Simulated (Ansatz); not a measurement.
# C3H9BSi: one species, many methods

Aim: compute C3H9BSi with functionals from several rungs and with coupled cluster. The yardstick is the atomisation energy at the CCSD(T) limit.

The runs use Ansatz 0.2.0, Gaussian basis; functionals in def2-TZVPP, the program's frozen cores in correlated methods.

Levels to be run: PBE-D4, r2SCAN-D4, PBE0-D4, B3LYP-D4, ωB97X-V, ωB97M-V, B2PLYP; CCSD(T)/def2-TZVPP; MP2/def2-QZVPP; extrapolation to the limit.

**1. The relaxed structure**

An earlier PBE0-D4 in a triple-zeta def2 set relaxation fixed the geometry.

SMILES `C=CBC[SiH3]`, 14 atoms, charge 0, spin multiplicity 1.

Atoms are counted from 1 here; the program's logs count them from 0.

Bond lengths: C1–C2 1.336 Å, C1–H6 1.087 Å, C1–H7 1.087 Å, C2–B3 1.551 Å, C2–H8 1.089 Å, B3–C4 1.548 Å, B3–H9 1.202 Å, C4–Si5 1.887 Å, C4–H10 1.094 Å, C4–H11 1.094 Å, Si5–H12 1.487 Å, Si5–H13 1.487 Å, Si5–H14 1.488 Å. Angles: C2–C1–H6 121.6°, C2–C1–H7 122.6°, H6–C1–H7 115.8°, C1–C2–B3 123.6°, C1–C2–H8 117.1°, B3–C2–H8 119.3°, C2–B3–C4 123.8°, C2–B3–H9 118.3°, C4–B3–H9 117.8°, B3–C4–Si5 108.6°, B3–C4–H10 115.5°, B3–C4–H11 112.2°, Si5–C4–H10 105.9°, Si5–C4–H11 104.8°, H10–C4–H11 109.2°, C4–Si5–H12 111.1°, C4–Si5–H13 110.3°, C4–Si5–H14 110.0° and more.

**2. PBE-D4 (GGA)**

The input, in.yaml:

```yaml
crystal:
  periodic: [false, false, false]
  atoms:
    - {symbol: C, position_ang: [-1.517292, 1.137237, 1.127405]}
    - {symbol: C, position_ang: [-1.247186, -0.156950, 1.318584]}
    - {symbol: B, position_ang: [-0.480580, -1.033370, 0.294488]}
    - {symbol: C, position_ang: [0.029438, -0.514268, -1.071378]}
    - {symbol: Si, position_ang: [1.803000, 0.092842, -0.859137]}
    - {symbol: H, position_ang: [-1.225947, 1.650942, 0.215275]}
    - {symbol: H, position_ang: [-2.032762, 1.743868, 1.866895]}
    - {symbol: H, position_ang: [-1.569258, -0.596275, 2.261255]}
    - {symbol: H, position_ang: [-0.210792, -2.163420, 0.601411]}
    - {symbol: H, position_ang: [-0.527159, 0.329067, -1.491645]}
    - {symbol: H, position_ang: [0.093493, -1.310975, -1.818998]}
    - {symbol: H, position_ang: [2.645185, -0.935091, -0.191925]}
    - {symbol: H, position_ang: [1.828397, 1.330225, -0.035013]}
    - {symbol: H, position_ang: [2.398762, 0.396769, -2.188315]}
basis:
  gaussian: {orbitals: def2-TZVPP}
hamiltonian: {xc: pbe, dispersion: d4}
output: {forces: true, orbitals: {seedname: orbitals}}
```

Run with:

```sh
ansatz run in.yaml --threads 4 --pin off --events-out ev --progress --plain --max-ram 10444MiB
```

After this run come: r2SCAN-D4 (meta-GGA); PBE0-D4 (hybrid); B3LYP-D4 (hybrid); ωB97X-V (range-separated); ωB97M-V (range-separated); B2PLYP (double hybrid); CCSD(T) in def2-TZVPP; MP2 in def2-QZVPP.

**Question.** What will the summary of the whole plan be? Wanted: atomisation energy, CCSD(T)/CBS; farthest; mean size of error, hybrid; mean size of error, range-separated; gap, smallest and largest; T1 diagnostic; triples share of the correlation energy.

As calculated:

| quantity | value |
| --- | --- |
| atomisation energy, CCSD(T)/CBS | 5253.5 kJ/mol |
| functionals within 26.3 kJ/mol (0.5 %) | ωB97X-V |
| farthest | PBE-D4 (+75.1 kJ/mol) |
| mean size of error, hybrid | 28.6 kJ/mol |
| mean size of error, range-separated | 24.5 kJ/mol |
| gap, smallest and largest | 4.25 eV (PBE-D4), 10.74 eV (ωB97X-V) |
| T1 diagnostic | 0.0115 |
| triples share of the correlation energy | 4.0 % |

**Reading.** PBE-D4 is off by +75.1 kJ/mol. Double hybrids carry the basis error of their MP2 part in triple zeta, and no dispersion term here, so their miss is partly the set-up's. Misses under about 26.3 kJ/mol are within the doubt on the reference itself, which lacks core-valence correlation, relativity and higher excitations. Hartree-Fock recovers 77 % of the binding; the rest is correlation. Orbital gaps span 4.2 to 10.7 eV; exact exchange widens them. The restricted reference is unstable towards a spin-broken one.
